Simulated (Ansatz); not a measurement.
GaGe:

```xyz
2
Lattice="0.0000 2.8978 2.8978 2.8978 0.0000 2.8978 2.8978 2.8978 0.0000" Properties=species:S:1:pos:R:3 pbc="T T T"
Ge    0.0000    0.0000    0.0000
Ga    1.4489    1.4489    1.4489
```

The cell comes from a database or a generator and needn't be the stable form of this composition.

Base run:

* Program: Ansatz 0.2.0
* Functional: LDA
* Potentials or basis: Ansatz PAW
* Cutoff: 420 eV (not typed: the program's choice for these potentials)
* k mesh: 8 × 8 × 8
* Occupations: fermi-dirac, width 0.05 eV
* Spin: no spin polarisation

Its results: band gap on the k mesh none (metal or under the smearing width); pressure -4.1 GPa.

Problem. The run is repeated on the same cell with these changes: functional from LDA to PBE. What comes out?

Solution. Band gap on the k mesh none (metal or under the smearing width); pressure 0.2 GPa.

PBE binds less tightly than LDA, so the same cell stands under more pressure.

Caveats: the PAW data sets come from PBE, with cores solved anew for the run's functional, which leaves a small shift of forces and pressure (some runs).
